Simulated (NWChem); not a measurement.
# One shape, several levels: BGeNH6 (SMILES B[NH][GeH3])

We compute a comparison of 6 runs (HF/STO-3G, HF/3-21G, B3LYP/6-31G*, M06-2X/6-31G*, PBE0/6-31G*) of BGeNH6. 

Program for the calculation: NWChem 7.3.0.

47 further runs of the same task are left out: 47 set aside as unsound or not needed.

## (1) The molecule

BGeNH6: 9 atoms, total charge 0, spin state singlet. SMILES: `B[NH][GeH3]`. The B1–H5 distance was set to 1.799 Å, away from the relaxed value. At this shape a bond of the SMILES string is far longer than usual.

Bond lengths: B1–N2 1.392 Å, N2–Ge3 1.854 Å, B1–H4 1.199 Å, N2–H6 1.010 Å, Ge3–H7 1.538 Å, Ge3–H8 1.530 Å, Ge3–H9 1.538 Å. Angles: B1–N2–Ge3 126.2°, B1–N2–H6 117.9°, Ge3–N2–H6 115.9°, N2–B1–H4 119.2°, N2–Ge3–H7 109.1°, N2–Ge3–H8 106.5°, N2–Ge3–H9 109.1°, H7–Ge3–H8 111.5°, H7–Ge3–H9 109.1°, H8–Ge3–H9 111.5°. A long bond or contact: B1–H5 1.799 Å.

## (2) A single-point energy at HF/STO-3G (run 1)

run.py

```python
from ase import Atoms
from ase.calculators.nwchem import NWChem

atoms = Atoms(['B', 'N', 'Ge', 'H', 'H', 'H', 'H', 'H', 'H'], positions=[
    [-0.686444, 0.120733, -0.906941],
    [0.164256, 0.178333, 0.193259],
    [0.852756, -1.270167, 1.122559],
    [-1.030344, -0.949467, -1.325041],
    [-1.249100, 1.647000, -1.674800],
    [0.441456, 1.089633, 0.528459],
    [2.389156, -1.223567, 1.060859],
    [0.302456, -2.523967, 0.440559],
    [0.404856, -1.184767, 2.591659],
])

calc = NWChem(
    label='bgeh6n',
    theory='scf',
    memory='2200 mb',
    basis='STO-3G',
    basispar='spherical bse',
    scf={'nopen': '0', 'rhf': None, 'thresh': '1e-08', 'maxiter': '80', 'print': 'low'},
    task='energy',
)
atoms.calc = calc

print(f"energy = {atoms.get_potential_energy():.6f} eV")
```

Run with:

```console
$ export ASE_NWCHEM_COMMAND="nwchem PREFIX.nwi > PREFIX.nwo"
$ python run.py
```

Standard output:

```text
energy = -58049.936287 eV
```

The calculator wrote bgeh6n.nwi:

```
title "bgeh6n"

permanent_dir bgeh6n

scratch_dir bgeh6n

start bgeh6n

geometry units angstrom nocenter noautosym noautoz
  B  -6.8644400000000005e-01 1.2073299999999999e-01 -9.0694100000000000e-01
  N  1.6425600000000001e-01 1.7833299999999999e-01 1.9325899999999999e-01
  Ge 8.5275599999999996e-01 -1.2701670000000000e+00 1.1225590000000001e+00
  H  -1.0303439999999999e+00 -9.4946699999999995e-01 -1.3250409999999999e+00
  H  -1.2491000000000001e+00 1.6470000000000000e+00 -1.6748000000000001e+00
  H  4.4145600000000002e-01 1.0896330000000001e+00 5.2845900000000001e-01
  H  2.3891559999999998e+00 -1.2235670000000001e+00 1.0608590000000000e+00
  H  3.0245600000000000e-01 -2.5239669999999998e+00 4.4055899999999998e-01
  H  4.0485599999999999e-01 -1.1847669999999999e+00 2.5916589999999999e+00
end

memory 2200 mb

basis spherical bse noprint
   * library STO-3G
end

scf
  nopen 0
  rhf
  thresh 1e-08
  maxiter 80
  print low
end

task scf energy
```

bgeh6n.nwo:

```text
Northwest Computational Chemistry Package (NWChem) 7.3.0
             --------------------------------------------------------

           Job information
           ---------------

    nwchem branch   = 7.3.0
    use scalapack   = T
    input           = bgeh6n.nwi
    prefix          = bgeh6n.
    data base       = bgeh6n/bgeh6n.db
    status          = startup
    nproc           =        1

           Memory information
           ------------------

[... 5 lines left out ...]
    hardfail = no
[... 39 lines left out ...]
            Nuclear Dipole moment (a.u.)
[... 67 lines left out ...]
 Forming initial guess at       0.0s

 Starting SCF solution at       0.2s

       Final RHF  results
       ------------------

         Total SCF energy =  -2133.295828268315
      One-electron energy =  -3340.860174981211
      Two-electron energy =   1031.720811636326
 Nuclear repulsion energy =    175.843535076570

        Time for solution =      1.7s

 Task  times  cpu:        1.9s     wall:        1.9s
 Total times  cpu:        1.9s     wall:        1.9s
```

Wall time 2.9 s (1 thread of Intel Xeon 6975P-C (Granite Rapids), shared host); peak memory 0.096 GiB.

## (3) A single-point energy at HF/3-21G (run 2)

bgeh6n.xyz

```xyz
9

B     -0.686444     0.120733    -0.906941
N      0.164256     0.178333     0.193259
Ge     0.852756    -1.270167     1.122559
H     -1.030344    -0.949467    -1.325041
H     -1.249100     1.647000    -1.674800
H      0.441456     1.089633     0.528459
H      2.389156    -1.223567     1.060859
H      0.302456    -2.523967     0.440559
H      0.404856    -1.184767     2.591659
```

bgeh6n.nw

```
echo
start bgeh6n
memory 2200 mb

geometry noautosym nocenter noautoz
 load format xyz bgeh6n.xyz
end

basis spherical bse
 B library 3-21G
 N library 3-21G
 Ge library 3-21G
 H library 3-21G
end

scf
 thresh 1e-08
 maxiter 80
end

task scf energy
```

Run with:

```console
$ nwchem bgeh6n.nw > bgeh6n.out
```

Standard output:

```text
[...]
  functions       =    52
[...]
  wavefunction    = RHF
[...]
         Total SCF energy =  -2147.477621414918
      One-electron energy =  -3343.247605677423
      Two-electron energy =   1019.926449185934
 Nuclear repulsion energy =    175.843535076570
        Time for solution =      1.9s
[...]
```

It took 2.6 s on 1 thread of Intel Xeon 6975P-C (Granite Rapids), shared host; peak memory 0.096 GiB.

Runs 3 to 4 aren't shown in full; the table further down has their settings and results.

## (4) The energy at M06-2X/6-31G(d) (spherical functions) (run 5)

a.nw

```
START a
TITLE "BGeH6N energy"
memory 2200 mb

GEOMETRY noautosym nocenter noautoz
   B    -0.686444    0.120733   -0.906941
   N     0.164256    0.178333    0.193259
   Ge    0.852756   -1.270167    1.122559
   H    -1.030344   -0.949467   -1.325041
   H    -1.249100    1.647000   -1.674800
   H     0.441456    1.089633    0.528459
   H     2.389156   -1.223567    1.060859
   H     0.302456   -2.523967    0.440559
   H     0.404856   -1.184767    2.591659
END

BASIS spherical bse
   * library 6-31G*
END

DFT
   xc m06-2x
   grid xfine
   convergence energy 1e-08
   maxiter 100
   mulliken
   noprint "final vectors analysis"
END

TASK dft energy
```

Run with:

```console
$ nwchem a.nw > a.out
```

Standard output:

```text
[...]
          Wavefunction type:  closed shell.
          No. of atoms     :     9
          No. of electrons :    50
[...]
          Charge           :     0
          Spin multiplicity:     1
[...]
          AO basis - number of functions:    72
[...]
              XC Information
              --------------
                       M06-2X Method XC Functional
                     Hartree-Fock (Exact) Exchange  0.540
                        M06-2X Exchange Functional  1.000
                      M06-2X Correlation Potential  1.000
[...]
 d= 0,ls=0.0,diis     1  -2159.7839205184 -2.34D+03  7.91D-03  2.97D-01     3.6
[...]
 d= 0,ls=0.0,diis     8  -2159.8276698676 -7.57D-09  2.40D-06  7.76D-08    25.7
         Total DFT energy =    -2159.827669867630
      One electron energy =    -3354.751185650125
           Coulomb energy =     1111.252436189807
    Exchange-Corr. energy =      -92.172455483882
 Nuclear repulsion energy =      175.843535076570
[...]
      Total Density - Mulliken Population Analysis
     ---------------------------------------------
    Atom       Charge   Shell Charges
 -----------   ------   -------------------------------------------------------
    1 B    5     4.81   2.00  0.53  1.28  0.47  0.48  0.06
    2 N    7     7.68   2.00  0.76  2.50  0.79  1.61  0.02
    3 Ge  32    31.72   2.00  2.00  6.00  2.00  5.99  1.12  2.04  0.10  0.25  6.91  2.92  0.39
    4 H    1     1.03   0.52  0.51
    5 H    1     1.13   0.39  0.74
    6 H    1     0.64   0.50  0.14
    7 H    1     1.00   0.49  0.51
    8 H    1     0.98   0.49  0.50
    9 H    1     1.00   0.49  0.51
[...]
```

Wall time 26 s (1 thread of Intel Xeon 6975P-C (Granite Rapids), shared host); peak memory 0.14 GiB.

## (5) The energy at PBE0/6-31G(d) (spherical functions) (run 6)

run.py

```python
from ase import Atoms
from ase.calculators.nwchem import NWChem

mol = Atoms(['B', 'N', 'Ge', 'H', 'H', 'H', 'H', 'H', 'H'], positions=[
    [-0.686444, 0.120733, -0.906941],
    [0.164256, 0.178333, 0.193259],
    [0.852756, -1.270167, 1.122559],
    [-1.030344, -0.949467, -1.325041],
    [-1.249100, 1.647000, -1.674800],
    [0.441456, 1.089633, 0.528459],
    [2.389156, -1.223567, 1.060859],
    [0.302456, -2.523967, 0.440559],
    [0.404856, -1.184767, 2.591659],
])

calc = NWChem(
    label='m1',
    theory='dft',
    memory='2200 mb',
    basis='6-31G*',
    basispar='spherical bse',
    dft={'xc': 'pbe0', 'mult': '1', 'grid': 'xfine', 'convergence': 'energy 1e-08', 'iterations': '100', 'mulliken': None},
    task='energy',
)
mol.calc = calc

e = mol.get_potential_energy()
print(f"E = {e:.6f} eV")
print("dipole (e A):", mol.get_dipole_moment().round(4))
```

Run with:

```console
$ export ASE_NWCHEM_COMMAND="nwchem PREFIX.nwi > PREFIX.nwo"
$ python run.py
```

Standard output:

```text
E = -58763.209996 eV
dipole (e A): [ 0.3408 -0.1776  0.446 ]
```

The calculator wrote m1.nwi:

```
title "m1"

permanent_dir m1

scratch_dir m1

start m1

geometry units angstrom nocenter noautosym noautoz
  B  -6.8644400000000005e-01 1.2073299999999999e-01 -9.0694100000000000e-01
  N  1.6425600000000001e-01 1.7833299999999999e-01 1.9325899999999999e-01
  Ge 8.5275599999999996e-01 -1.2701670000000000e+00 1.1225590000000001e+00
  H  -1.0303439999999999e+00 -9.4946699999999995e-01 -1.3250409999999999e+00
  H  -1.2491000000000001e+00 1.6470000000000000e+00 -1.6748000000000001e+00
  H  4.4145600000000002e-01 1.0896330000000001e+00 5.2845900000000001e-01
  H  2.3891559999999998e+00 -1.2235670000000001e+00 1.0608590000000000e+00
  H  3.0245600000000000e-01 -2.5239669999999998e+00 4.4055899999999998e-01
  H  4.0485599999999999e-01 -1.1847669999999999e+00 2.5916589999999999e+00
end

memory 2200 mb

basis spherical bse noprint
   * library 6-31G*
end

dft
  xc pbe0
  mult 1
  grid xfine
  convergence energy 1e-08
  iterations 100
  mulliken
end

task dft energy
```

m1.nwo:

```text
Northwest Computational Chemistry Package (NWChem) 7.3.0
             --------------------------------------------------------

           Job information
           ---------------

    nwchem branch   = 7.3.0
    use scalapack   = T
    input           = m1.nwi
    prefix          = m1.
    data base       = m1/m1.db
    status          = startup
    nproc           =        1

           Memory information
           ------------------

[... 5 lines left out ...]
    hardfail = no
[... 124 lines left out ...]
          Convergence on energy requested:  1.00D-08
[... 26 lines left out ...]
          Convergence Information
[... 30 lines left out ...]
 1-e energy   =   -3352.974969
[... 45 lines left out ...]
      One electron energy =    -3354.394028854847
[... 8 lines left out ...]
                       DFT Final Molecular Orbital Analysis
[... 540 lines left out ...]
     Multipole analysis of the density
     ---------------------------------

     L   x y z        total         alpha         beta         nuclear
     -   - - -        -----         -----         ----         -------
     0   0 0 0      0.000000    -25.000000    -25.000000     50.000000

     1   1 0 0      0.644009    -24.494108    -24.494108     49.632224
[... 8 lines of this table left out ...]
     2   0 0 2    -25.423900   -115.513535   -115.513535    205.603170

 Task  times  cpu:       19.3s     wall:       19.3s
 Total times  cpu:       19.4s     wall:       19.4s
```

Run time: 20 s. Hardware: 1 thread of Intel Xeon 6975P-C (Granite Rapids), shared host; peak memory 0.14 GiB.

## (6) The series

| run | level | Cartesian functions | iteration cap | energy (Eh) | wall time |
| --- | --- | --- | --- | --- | --- |
| 1 | HF/STO-3G | no | 80 | -2133.295828 | 2.9 s |
| 2 | HF/3-21G | no | 80 | -2147.477621 | 2.6 s |
| 3 | B3LYP/6-31G* (Cartesian functions) | yes | 100 | -2159.940191 | 27 s |
| 4 | B3LYP/6-31G* (spherical functions) | no | 100 | -2159.933415 | 20 s |
| 5 | M06-2X/6-31G* (spherical functions) | no | 100 | -2159.827670 | 26 s |
| 6 | PBE0/6-31G* (spherical functions) | no | 100 | -2159.508154 | 20 s |

## (7) Summary of results

| quantity | value |
| --- | --- |
| run 6: total energy | -2159.50815 Eh |
| run 6: dipole moment | 2.83 D |
| run 6: HOMO energy | -7.29 eV |
| run 6: LUMO energy | 0.33 eV |
| run 6: HOMO–LUMO gap | 7.62 eV |

Over runs 2, 4, 5, 6 the dipole moment (its size) runs from 2.74 D (M06-2X/6-31G*) to 2.86 D (HF/3-21G). The two ends differ in method and basis. Over runs 2, 4, 6 the HOMO–LUMO gap runs from 7.15 eV (B3LYP/6-31G*) to 13.89 eV (HF/3-21G). Totals of different functionals can't be ranked against each other. In run 1 the basis is minimal, so the values are rough. In all runs a closed-shell determinant meets a far-stretched bond; if it breaks into open shells, such a determinant describes it badly, and no broken-symmetry solution was shown. All runs together took 99 s, the longest 27 s.
